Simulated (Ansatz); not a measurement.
# Al: a trigonal deformation path

One table from this session's results is given with a row withheld; the runs are named, their logs left out.

Program: Ansatz 0.2.0. Level of theory: DFT r2SCAN, scalar-relativistic, plane waves, PAW. These are calculated values, not measurements.

## The starting structure

The structure is cubic, space group Im-3m (No. 229). The conventional cell has a = 3.182 Å, b = 3.182 Å, c = 3.182 Å, α = 90.00°, β = 90.00°, γ = 90.00°. Al (site symmetry m-3m) is surrounded by 8 Al at 2.76 Å.

Structure file:

```
CELL_PARAMETERS angstrom
-1.59122 1.59122 1.59122
1.59122 -1.59122 1.59122
1.59122 1.59122 -1.59122
ATOMIC_POSITIONS crystal
Al 0.00000 0.00000 0.00000
```

It goes back to an entry of the Materials Project, which need not be the stable form.

The cell is taken as given, not relaxed at this level.

## Zero of energy

Reference values: F = -540.2994 eV; pressure 0.49 GPa; largest force 0.000 eV/Å; gap on the mesh none (metal). It was computed beforehand with the settings of the runs below.

The first run:

At fixed volume and fractional coordinates, lengths along (0.577, 0.577, 0.577) are scaled against those across it; ρ is that ratio over its starting value.

input.yaml

```yaml
crystal:
  lattice:
    - [-2.3389449096, 1.6706749354, 1.6706749354]
    - [1.6706749354, -2.3389449096, 1.6706749354]
    - [1.6706749354, 1.6706749354, -2.3389449096]
  atoms:
    - { symbol: Al, position: [0.0, 0.0, 0.0] }
basis:
  ecutwfc: 500
kpoints:
  mp_grid: { grid: [24, 24, 24] }
hamiltonian:
  xc: r2scan
scf:
  occupations: { method: gaussian, width: 0.15 }
output:
  forces: true
  stress: true
  eigenvalues: true
```

Started as:

```sh
> ansatz run input.yaml --threads 1 --pin off --max-ram 2560MiB --backend cpu --events-out ev --progress --plain --runs-dir out
```

Among the steps run: Point ρ = 0.500; Point ρ = 2.000; ρ = 0.710; Point ρ = 1.410; At ρ = 0.600; Point ρ = 0.850; At ρ = 1.200; ρ = 1.700; Point ρ = 0.930; ρ = 1.080.

One table of the session follows, with a row left open; its other results are not shown here.

```
    ρ  ΔE (meV/atom)  pressure (GPa)
0.500         5735.1           107.1
0.600         2300.5            57.0
0.710              ?               ?
0.850          130.1             4.7
0.930           21.8             1.2
1.000            0.0             0.5
1.080           20.0             1.2
1.200          104.1             4.3
1.410          286.1            10.8
1.700          459.0            17.2
2.000          531.6            19.5
```

Estimate the missing values for ρ = 0.710.

Worked estimate for «ΔE (meV/atom)». A straight line through the neighbours (0.600, 2300.5) and (0.850, 130.1) gives 2300.5 + (130.1 − 2300.5) × (0.710 − 0.600) / (0.850 − 0.600) = 1345.5; a parabola fitted to 4 rows on both sides gives 553.4.

The run gave: ΔE (meV/atom): 789.2; pressure (GPa): 23.4. In «ΔE (meV/atom)» the line misses by +556.3 and the parabola by -235.8.
